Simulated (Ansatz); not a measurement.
# HPbNO4 (P2_1/m) in Ansatz: notebook

The runs below take HPbNO4 through relaxation of cell and atoms, with PBEsol, PBE+D4, r2SCAN+D4.

Program: Ansatz 0.2.0. These are calculated values, not measurements. Logs are shortened: lines on timing, memory, paths and dates and some standing lists are left out, and cuts for length are marked.

**1. Starting point**

Symmetry: P2_1/m, No. 11, monoclinic system. The conventional cell has a = 6.859 Å, b = 4.229 Å, c = 8.026 Å, α = 90.00°, β = 114.99°, γ = 90.00°. Around H (site symmetry m) lie 1 O at 0.99 Å. Around Pb (site symmetry m) lie 5 O at 2.47 to 2.74 Å. Around N (site symmetry m) lie 3 O at 1.24 to 1.28 Å. O (site symmetry m) is surrounded by 1 H at 0.99 Å. Around O (site symmetry m) lie 1 N at 1.24 Å. Around O (site symmetry m) lie 1 N at 1.27 Å. O (site symmetry m) has 1 N at 1.28 Å as nearest neighbours.

The cell was built by a generator and needn't be a form met in nature.

**2. Relaxation of cell and atoms, PBEsol**

Contents of input.yaml:

```yaml
crystal:
  lattice:
    - [6.85877, 0.0, 0.0]
    - [0.0, 4.22865, 0.0]
    - [-3.39101, 0.0, 7.27459]
  atoms:
    - { symbol: H, position: [0.22549, 0.75, 0.5073] }
    - { symbol: H, position: [0.77451, 0.25, 0.4927] }
    - { symbol: Pb, position: [0.30229, 0.25, 0.28494] }
    - { symbol: Pb, position: [0.69771, 0.75, 0.71506] }
    - { symbol: "N", position: [0.21484, 0.75, 0.83567] }
    - { symbol: "N", position: [0.78516, 0.25, 0.16433] }
    - { symbol: O, position: [0.33078, 0.75, 0.45338] }
    - { symbol: O, position: [0.40909, 0.75, 0.86901] }
    - { symbol: O, position: [0.15508, 0.75, 0.96537] }
    - { symbol: O, position: [0.07083, 0.75, 0.66955] }
    - { symbol: O, position: [0.66922, 0.25, 0.54661] }
    - { symbol: O, position: [0.59091, 0.25, 0.13099] }
    - { symbol: O, position: [0.84492, 0.25, 0.03463] }
    - { symbol: O, position: [0.92917, 0.25, 0.33045] }
hamiltonian:
  xc: pbesol
  pseudopotentials: { kind: paw }
kpoints:
  mp_grid: { grid: [3, 5, 3] }
scf:
  occupations: { method: fermi_dirac, width: 0.05 }
output:
  forces: true
  stress: true
  eigenvalues: true
  write_density: true
  write_potential: true
  elf: true
  volumetric_format: npy
relax:
  f_tol: 0.01
  max_steps: 40
  cell: { stress_tol: 0.05 }
```

Potentials or basis: Ansatz PAW.

On the command line:

```console
ansatz run input.yaml --threads 8 --pin off --max-ram 20480MiB --backend cpu --events-out ev --progress --plain --runs-dir out
```

What it wrote:

```text
Warning: the atoms were moved onto the symmetric positions of the space group found under crystal.symmetry.tolerance 1.0e-5 (fractional; no operation is sought that the atoms, as they stand in a round, miss by more than twice it, and no atom is moved by as much as it), and the run uses the moved positions. Before a round's move an operation carried an atom to 6.88e-5 Å from where it should land, the largest such distance. Atom 6 (counting from 0) moved farthest, by 4.01e-5 Å; the longest move in fractions of the cell, of whichever atom, is 0.49 of the tolerance, in 1 round. To run the atoms as typed, lower crystal.symmetry.tolerance until the operations that they miss are no longer found, or set crystal.symmetry.detect: false (a key that needs symmetry detection or time reversal refuses this as the deck is read). The positions used, in the order of the run's atom list: position: [0.22549, 0.75, 0.5073]; position: [0.77451, 0.25, 0.49269999999999997]; position: [0.30229, 0.25, 0.28493999999999997]; position: [0.69771, 0.75, 0.7150599999999999]; position: [0.21484, 0.75, 0.83567]; position: [0.78516, 0.25, 0.16432999999999995]; position: [0.33078, 0.75, 0.4533849999999999]; position: [0.40909, 0.75, 0.86901]; position: [0.15508, 0.75, 0.96537]; position: [0.07083, 0.75, 0.66955]; position: [0.66922, 0.25, 0.546615]; position: [0.59091, 0.25, 0.13099]; position: [0.84492, 0.25, 0.03462999999999999]; position: [0.92917, 0.25, 0.33044999999999997];
Warning: RAYON_NUM_THREADS=8 ignored (pool sized by the plan → 8); use --threads N
Engine: ansatz 0.2.0, aarch64-unknown-linux-gnu
Pseudopotentials: kind: paw
Pseudopotential: H, paw, valence charge 1, recommended cutoff 420 eV (normal), H.paw.azcp
Pseudopotential: Pb, paw, valence charge 14, recommended cutoff 420 eV (normal), Pb.paw.azcp
Pseudopotential: N, paw, valence charge 5, recommended cutoff 420 eV (normal), N.paw.azcp
Pseudopotential: O, paw, valence charge 6, recommended cutoff 420 eV (normal), O.paw.azcp
Functional definition: PBEsol
  exchange = pbesol_x
  correlation = pbesol_c
Crystal: 14 atoms, lattice volume = 210.987 Å³
Basis set: ecut = 420 eV, 4123 PW (Γ), exchange–correlation on 96×60×108 points (8 copies of the dense FFT grid, shifted against one another)
Bands: 58, of which v1, the nominal top of the filled ones, is band 44 counted from 1 (43 counted from 0)
Symmetry: 4 space group operations
Space group: P21/m (ITA 11), of the structure as read, at distance tolerance 6.0e-5 Å
k-points: 15 of 45
Non-local potential: H, projectors of the file, l = 0: 2, l = 1: 1
Non-local potential: Pb, projectors of the file, l = 0: 2, l = 1: 2, l = 2: 2, l = 3: 2
Non-local potential: N, projectors of the file, l = 0: 2, l = 1: 2, l = 2: 1
Non-local potential: O, projectors of the file, l = 0: 2, l = 1: 2, l = 2: 1
PAW form: soft (Blöchl's): semilocal exchange-correlation on the pseudo side does not see the compensation charge
PAW frozen core: Pb, regenerated for the run's functional, and the local potential with it (the file was generated under x = pbe(κ = 0.804, μ = 0.2195149727645171), c = pbe(β = 0.06672455060314922))
PAW frozen core: N, regenerated for the run's functional, and the local potential with it (the file was generated under x = pbe(κ = 0.804, μ = 0.2195149727645171), c = pbe(β = 0.06672455060314922))
PAW frozen core: O, regenerated for the run's functional, and the local potential with it (the file was generated under x = pbe(κ = 0.804, μ = 0.2195149727645171), c = pbe(β = 0.06672455060314922))
PAW one-centre angular grid: H, 110 points (default); XC on 64 Gauss nodes
PAW one-centre angular grid: Pb, 590 points (default); XC on 64 Gauss nodes
PAW one-centre angular grid: N, 110 points (default); XC on 64 Gauss nodes
PAW one-centre angular grid: O, 110 points (default); XC on 64 Gauss nodes
Initial density: superposition of atomic densities (neutral atoms: chi_scale 0, normalization atom), corrected by the library's trained network
Initial wavefunctions: pseudopotential atomic-orbital guess
Functional: x = pbesol(κ = 0.804, μ = 0.12345679012345678), c = pbesol(β = 0.046)
SCF iter   1: F=—  HF=-28776.138612 eV  |F-HF|=—  |Δ(HF+E_count)|=         —  Δρ=9.61e-3  dr2=1.82e-1  ethr=1.77e-3  ⟨swp⟩=6.1  Hψ=3797  notcnv=0  defer=32
preconditioner: auto → Resta (q_TF=auto, 2.358 Å⁻¹)  ε∞=3.2  [insulator: Δε(μ)=3.143 eV  Ē_g=16.227 eV  σ=0.050 eV  W_gap=1.00  n_scr=48 (ndim 8)  ℏωp=24.0 eV  f_vac=0.199  D(μ)=0.00/eV (n_scr^D=0)  ε∞_Penn≈3.2]
SCF iter   2: F=—  HF=-28776.090326 eV  |F-HF|=—  |Δ(HF+E_count)|=   4.83e-2  Δρ=2.75e-3  dr2=2.17e-2  ethr=2.07e-4  ⟨swp⟩=2.0  Hψ=1427  notcnv=0  defer=106
[... 223 lines left out ...]
basis re-selected at this cell: Δ(F+E_penalty+E_count) = +7.548e-3 eV, ΔP = -0.031 GPa vs the last step (what re-selecting the basis moved, of the pressure what is left beyond the Pulay correction that the steps carried, after the strain that the cell walked since its last selection, with what the two solves' SCF thresholds leave and, on support functions, any second-order correction that the steps lacked; it is no measure of the basis error at this ecutwfc). This SCF's stress stands 4.16e-2 GPa from its target on what of the cell is left free (relax.cell.stress_tol is 5.00e-2 GPa) and its largest allowed force component is 4.00e-3 eV/Å (relax.f_tol is 1.00e-2 eV/Å): within both
SCF converged after 6 iterations
Free energy (F): -28776.187208 eV
Harris-Foulkes:  -28776.187208 eV  (|F-HF|=5.46e-11)
Internal energy: -28776.187208 eV  (E = F + TS)
E sigma→0 (E₀):  -28776.187208 eV
Fermi energy:    4.795431 eV
--- Per-component energies (eV) ---
  E_band       = -570.925540
  E_kinetic    = 2254.628303
  E_local      = -7075.277442  (includes V_loc(G=0)·N_el)
  E_nonlocal   = 1187.513372
  E_hartree    = 2610.657495
  E_xc         = -1148.898354
  E_vxc        = -1175.689350  (∫ρ·V_xc dr)
  E_paw        = -21968.612788  (= ΣΔE_a)
  E_vpaw       = -983.432835  (= ΣTr[D̂ρ^β])
  E_aug_tail   = 0.017475  (compensation charges beyond the density's cutoff)
  E_ewald      = -4636.678002
  E_core_change = 0.462734  (= ΣΔE_core)
  E_smearing   = -0.000000  (= −TS)
  E_closure    = 0.000000  (closes the sum)
  Σ components = -28776.187208   (vs F -28776.187208, Δ=0.00e0)
--- Forces (eV/Å), atoms counted from 1 ---
  atom   1  H     -0.00163469     0.00000000     0.00012985
  atom   2  H      0.00163469     0.00000000    -0.00012985
  atom   3  Pb    -0.00006138     0.00000000     0.00022147
  atom   4  Pb     0.00006138     0.00000000    -0.00022147
  atom   5  N     -0.00027754    -0.00000000    -0.00400023
  atom   6  N      0.00027754     0.00000000     0.00400023
  atom   7  O      0.00062862    -0.00000000    -0.00110923
  atom   8  O     -0.00000673     0.00000000     0.00280098
  atom   9  O      0.00192158     0.00000000     0.00202869
  atom  10  O     -0.00119804     0.00000000    -0.00080490
  atom  11  O     -0.00062862     0.00000000     0.00110923
  atom  12  O      0.00000673     0.00000000    -0.00280098
  atom  13  O     -0.00192158     0.00000000    -0.00202869
  atom  14  O      0.00119804     0.00000000     0.00080490
  max |Σ_I F_I| component: 4.34e-19 eV/Å
--- Stress (GPa, compression-positive) ---
       -0.015900      -0.000000      -0.007341
       -0.000000      -0.033831      -0.000000
       -0.007342      -0.000000      -0.039536
  P = ⅓ Tr σ = -0.0298 GPa (-0.298 kbar)
--- Band table (eV; the first three rows and the last of 15) ---
  k-point 0: bands = ["-22.6026", "-22.5405", "-17.2340", "-17.1248", "-16.8698", "-16.7954", "-14.7377", "-14.5217", "-11.7870", "-11.7762", "-11.7597", "-11.7504", "-11.7434", "-11.7315", "-11.7285", "-11.7178", "-11.6654", "-11.4408", "-6.7105", "-6.0890", "-4.7017", "-4.6470", "-4.6461", "-4.4523", "-4.2145", "-4.0480", "-3.2509", "-2.7282", "-1.3759", "-0.3129", "0.0548", "0.5747", "0.7962", "0.9154", "1.1757", "1.3022", "1.4091", "1.4419", "1.6538", "1.7550", "1.8618", "2.7699", "2.8640", "3.2314", "6.3945", "7.1327", "7.5474", "7.5717", "8.9984", "9.5290", "9.5991", "9.7225", "10.4391", "10.7062", "12.3612", "13.0247", "13.1115", "13.6579"]
  k-point 1: bands = ["-22.5995", "-22.5435", "-17.2305", "-17.1261", "-16.8542", "-16.8168", "-14.7324", "-14.5192", "-11.7870", "-11.7751", "-11.7595", "-11.7537", "-11.7411", "-11.7298", "-11.7275", "-11.7169", "-11.6679", "-11.4445", "-6.7163", "-6.1606", "-4.8573", "-4.6853", "-4.4686", "-4.3221", "-4.1894", "-4.0850", "-3.1011", "-2.7524", "-1.4679", "-0.4560", "0.0735", "0.5178", "0.5729", "0.9326", "1.1678", "1.3696", "1.5354", "1.6563", "1.7139", "1.7359", "1.8335", "2.7476", "2.9151", "3.1247", "6.4393", "7.0348", "7.4882", "7.5815", "8.6148", "9.3013", "9.9541", "10.4789", "10.5131", "11.0075", "11.9807", "12.4097", "13.3385", "13.5382"]
  k-point 2: bands = ["-22.5943", "-22.5440", "-17.2210", "-17.1326", "-16.8616", "-16.8013", "-14.7097", "-14.5361", "-11.7820", "-11.7760", "-11.7647", "-11.7337", "-11.7327", "-11.7313", "-11.7099", "-11.7079", "-11.6422", "-11.4361", "-6.6578", "-6.1613", "-4.7611", "-4.6068", "-4.5383", "-4.5180", "-4.1846", "-4.0727", "-3.2757", "-2.7439", "-1.7823", "-0.6782", "-0.0475", "0.6447", "0.8998", "0.9287", "0.9721", "1.2993", "1.3954", "1.4609", "1.6666", "1.8668", "2.1498", "2.8106", "2.8713", "3.1311", "6.3758", "6.9810", "7.9360", "7.9444", "8.7349", "9.1793", "9.6479", "9.8259", "10.6125", "10.9564", "12.3483", "13.0127", "13.6604", "13.8564"]
  k-point 14: bands = ["-22.5733", "-22.5562", "-17.1910", "-17.1645", "-16.8378", "-16.8218", "-14.6470", "-14.5790", "-11.7685", "-11.7586", "-11.7503", "-11.7401", "-11.7338", "-11.7223", "-11.6865", "-11.6795", "-11.5515", "-11.4613", "-6.4397", "-6.3051", "-4.8554", "-4.7604", "-4.4802", "-4.4662", "-4.1132", "-4.0718", "-3.1569", "-3.1244", "-1.9623", "-1.7275", "0.5241", "0.5528", "0.6770", "0.8270", "1.0954", "1.2303", "1.4288", "1.5191", "1.7712", "1.8045", "2.5570", "2.6421", "2.9641", "3.1260", "6.5318", "6.7049", "7.8868", "8.2135", "8.7709", "9.1712", "9.5166", "9.8754", "11.6635", "11.8398", "12.1552", "12.2557", "13.3671", "13.7373"]
--- Relaxed structure (15 steps of the walk, 13 accepted, 2 SCFs on fresh bases) ---
  F+E_penalty+E_count = -28776.18720796 eV   max|allowed force component| = 4.000e-3 eV/Å   (the final SCF, on the basis selected at the relaxed cell)
  cell:  # Å, volume = 197.1795 Å³
    - [6.733379112787821, 3.086816231814426e-17, -0.03215588784960324]
    - [1.903120451431098e-17, 4.134539621680901, 2.309773316247689e-17]
    - [-3.3631214934232343, 2.447389447373254e-17, 7.098803820162963]
  atoms:
    - { symbol: H, position: [0.22504529160332426, 0.75, 0.517728726879388] }
    - { symbol: H, position: [0.7749547083966759, 0.25, 0.4822712731206119] }
    - { symbol: Pb, position: [0.296717881003306, 0.25, 0.28467884141633454] }
    - { symbol: Pb, position: [0.703282118996694, 0.75, 0.7153211585836651] }
    - { symbol: N, position: [0.22742422098911805, 0.75, 0.8403671113523308] }
    - { symbol: N, position: [0.772575779010882, 0.25, 0.15963288864766906] }
    - { symbol: O, position: [0.32909885101190706, 0.75, 0.45839285805896524] }
    - { symbol: O, position: [0.4246741248696387, 0.75, 0.8748792677933296] }
    - { symbol: O, position: [0.16766255460025858, 0.75, 0.9719396519011779] }
    - { symbol: O, position: [0.07984037025524515, 0.75, 0.670244458548657] }
    - { symbol: O, position: [0.6709011489880932, 0.25, 0.5416071419410345] }
    - { symbol: O, position: [0.5753258751303616, 0.25, 0.12512073220667042] }
    - { symbol: O, position: [0.8323374453997416, 0.25, 0.028060348098821953] }
    - { symbol: O, position: [0.9201596297447551, 0.25, 0.32975554145134295] }
```

Run time: 40 s. Hardware: 8 threads of Arm Neoverse V1, shared host; peak memory 0.95 GiB.

Results:

* Free energy: -28776.1872 eV
* Relaxed volume: 14.08 Å³/atom
* Relaxed cell: a = 6.733 Å, b = 4.135 Å, c = 7.855 Å, α = 90.00°, β = 115.62°, γ = 90.00°
* Space group after relaxing (to 0.05 Å): P2_1/m (No. 11)
* Energy gained by relaxing: 7.3 meV/atom
* Ionic steps: 15
* Pressure after relaxing: 0.0 GPa
* Largest force after relaxing: 0.004 eV/Å
* Band gap on the k mesh: 2.99 eV, indirect (least direct gap 3.16 eV)

Forces in eV/Å, atoms in the order of the input:
```
H   -0.002  0.000  0.000
H    0.002  0.000  0.000
Pb   0.000  0.000  0.000
Pb   0.000  0.000  0.000
N    0.000  0.000 -0.004
N    0.000  0.000  0.004
O    0.001  0.000 -0.001
O    0.000  0.000  0.003
O    0.002  0.000  0.002
O   -0.001  0.000 -0.001
O   -0.001  0.000  0.001
O    0.000  0.000 -0.003
O   -0.002  0.000 -0.002
O    0.001  0.000  0.001
```

Step by step:
```tsv
step	energy change (eV)	largest force (eV/Å)	volume (Å³)
1	0.0000	0.4105	210.99
2	-0.1192	0.2126	200.99
3	-0.1307	0.0342	199.57
4	-0.1354	0.0576	198.95
5	-0.1376	0.0359	198.70
6	-0.1369	0.0339	198.91
7	-0.1367	0.0218	198.97
8	-0.1365	0.0170	199.03
9	-0.1366	0.0097	199.00
10	-0.1005	0.0103	199.00
11	-0.1119	0.0348	196.47
12	-0.1097	0.0156	197.19
13	-0.1097	0.0111	197.20
14	-0.1098	0.0034	197.18
15	-0.1022	0.0040	197.18
```

Final structure:
```
H Pb N O
1.0
     6.73338    0.00000   -0.03216
     0.00000    4.13454    0.00000
    -3.36312    0.00000    7.09880
H Pb N O
2 2 2 8
Direct
  0.22505 0.75000 0.51773
  0.77495 0.25000 0.48227
  0.29672 0.25000 0.28468
  0.70328 0.75000 0.71532
  0.22742 0.75000 0.84037
  0.77258 0.25000 0.15963
  0.32910 0.75000 0.45839
  0.42467 0.75000 0.87488
  0.16766 0.75000 0.97194
  0.07984 0.75000 0.67024
  0.67090 0.25000 0.54161
  0.57533 0.25000 0.12512
  0.83234 0.25000 0.02806
  0.92016 0.25000 0.32976
```

Caveat: odd divisions of the mesh miss points on the zone boundary, where band edges often lie, so the gap on the mesh can be too wide; the plane-wave basis is chosen anew once the cell has moved, so the energies of steps on either side of that aren't comparable; the pressure holds a Pulay correction of +0.7 GPa for the finite cutoff; spin-orbit coupling is left out, which as a rule narrows the gap of such compounds by several tenths of an eV; the PAW data sets come from PBE, with cores solved anew for the run's functional, which leaves a small shift of forces and pressure.

**3. Relaxation of cell and atoms, PBE+D4**

input.yaml, as its differences from that of step 2:

```diff
@@ -21,4 +21,5 @@
 hamiltonian:
-  xc: pbesol
+  xc: pbe
   pseudopotentials: { kind: paw }
+  dispersion: d4
 kpoints:
```

Potentials or basis: Ansatz PAW.

On the command line:

```console
ansatz run input.yaml --threads 8 --pin off --max-ram 20480MiB --backend cpu --events-out ev --progress --plain --runs-dir out
```

Run time: 29 s. Hardware: 8 threads of Arm Neoverse V1, shared host; peak memory 0.95 GiB.

Results (log left out):

```yaml
Free_energy: -29144.8280 eV
Relaxed_volume: 14.48 Å³/atom
Relaxed_cell: a = 6.868 Å, b = 4.137 Å, c = 7.896 Å, α = 90.00°, β = 115.35°, γ = 90.00°
Space_group_after_relaxing_to_0.05_Å: P2_1/m (No. 11)
Energy_gained_by_relaxing: 2.6 meV/atom
Ionic_steps: 11
Pressure_after_relaxing: 0.0 GPa
Largest_force_after_relaxing: 0.007 eV/Å
Band_gap_on_the_k_mesh: 3.03 eV, indirect (least direct gap 3.17 eV)
```

Forces on the atoms (eV/Å):
```
H   -0.001  0.000  0.001
H    0.001  0.000 -0.001
Pb   0.002  0.000  0.001
Pb  -0.002  0.000 -0.001
N   -0.007  0.000  0.003
N    0.007  0.000 -0.003
O    0.002  0.000 -0.003
O   -0.001  0.000 -0.002
O    0.003  0.000 -0.001
O    0.003  0.000  0.001
O   -0.002  0.000  0.003
O    0.001  0.000  0.002
O   -0.003  0.000  0.001
O   -0.003  0.000 -0.001
```

The path:
```tsv
step	energy change (eV)	largest force (eV/Å)	volume (Å³)
1	0.0000	0.1085	210.99
2	-0.0484	0.1532	205.08
3	-0.0551	0.1373	204.03
4	-0.0578	0.0408	203.66
5	-0.0572	0.0162	203.91
6	-0.0575	0.0184	203.83
7	-0.0574	0.0068	203.89
8	-0.0351	0.0070	203.89
9	-0.0411	0.0381	202.52
10	-0.0402	0.0070	202.78
11	-0.0363	0.0073	202.78
```

Final structure:
```yaml
crystal:
  lattice:
    - [6.86817, 0.00000, 0.00723]
    - [0.00000, 4.13742, 0.00000]
    - [-3.38799, 0.00000, 7.13256]
  atoms:
    - { symbol: H, position: [0.22339, 0.75000, 0.51112] }
    - { symbol: H, position: [0.77661, 0.25000, 0.48888] }
    - { symbol: Pb, position: [0.29857, 0.25000, 0.27938] }
    - { symbol: Pb, position: [0.70143, 0.75000, 0.72062] }
    - { symbol: N, position: [0.21758, 0.75000, 0.83779] }
    - { symbol: N, position: [0.78242, 0.25000, 0.16221] }
    - { symbol: O, position: [0.32806, 0.75000, 0.45604] }
    - { symbol: O, position: [0.41189, 0.75000, 0.87382] }
    - { symbol: O, position: [0.15716, 0.75000, 0.96945] }
    - { symbol: O, position: [0.07358, 0.75000, 0.66860] }
    - { symbol: O, position: [0.67194, 0.25000, 0.54396] }
    - { symbol: O, position: [0.58811, 0.25000, 0.12618] }
    - { symbol: O, position: [0.84284, 0.25000, 0.03055] }
    - { symbol: O, position: [0.92642, 0.25000, 0.33140] }
```

Levels at points of the mesh, in eV from the valence-band top:
```csv
k point,band 40,band 41,band 42,band 43,band 44,band 45,band 46,band 47,band 48,band 49
"(0.00, 0.00, 0.00)",-1.44,-1.36,-0.48,-0.46,-0.06,3.11,3.82,4.19,4.28,5.66
```

Caveat: odd divisions of the mesh miss points on the zone boundary, where band edges often lie, so the gap on the mesh can be too wide; the plane-wave basis is chosen anew once the cell has moved, so the energies of steps on either side of that aren't comparable; the pressure holds a Pulay correction of +0.6 GPa for the finite cutoff; spin-orbit coupling is left out, which as a rule narrows the gap of such compounds by several tenths of an eV.

(Continued in part 2 of 2.)
